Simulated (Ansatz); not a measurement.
HPbNO4:

```xyz
7
Lattice="3.8540 0.1438 0.0901 -0.2532 5.5270 0.1647 -0.4820 -1.9272 5.7203" Properties=species:S:1:pos:R:3 pbc="T T T"
H    -0.0083    2.5983    3.2335
Pb    2.1473    2.6778    1.0046
N     2.8237    3.6046    5.7249
O    -0.4057   -0.9417    5.0623
O     2.7256   -0.0852    0.8025
O    -0.5912    2.3982    5.1009
O     0.1280    2.5704    2.2622
```

The cell was built by a generator and needn't be a form met in nature.

Base run:

* Program: Ansatz 0.2.0
* Functional: LDA
* Potentials or basis: Ansatz PAW
* Cutoff: 420 eV
* Density cutoff: 1680 eV
* k mesh: 7 × 5 × 5
* Occupations: fermi-dirac, width 0.05 eV
* Spin: no spin polarisation

Its results: band gap on the k mesh 3.12 eV, indirect (least direct gap 3.20 eV); pressure -4.7 GPa; largest force 1.087 eV/Å.

After a change of settings the same cell gave: band gap on the k mesh 3.14 eV, indirect (least direct gap 3.21 eV); pressure 1.7 GPa; largest force 0.352 eV/Å. Which change was it?
A. functional from LDA to r2SCAN; cutoff from 420 eV to 500 eV; density cutoff from 1680 eV to 2000 eV
B. functional from LDA to PBE; potentials or basis from Ansatz PAW to JTH PAW; cutoff from 420 eV to 1800 eV; density cutoff from 1680 eV to 7200 eV
C. functional from LDA to PBE; potentials or basis from Ansatz PAW to Ansatz PAW earlier set; cutoff from 420 eV to 1000 eV; density cutoff from 1680 eV to 4000 eV; valence electrons from 44 to 52
D. functional from LDA to BLYP

D.

BLYP binds less tightly than LDA, so the same cell stands under more pressure.

Caveats: spin-orbit coupling is left out, which as a rule narrows the gap of such compounds by several tenths of an eV; the PAW data sets come from PBE, with cores solved anew for the run's functional, which leaves a small shift of forces and pressure; forces of over 1 eV/Å show positions far from the minimum, so gaps and moduli don't describe the material at rest (some runs); the potentials were made for another functional, which shifts forces and pressure (some runs).

Not every run made on this cell is shown here.
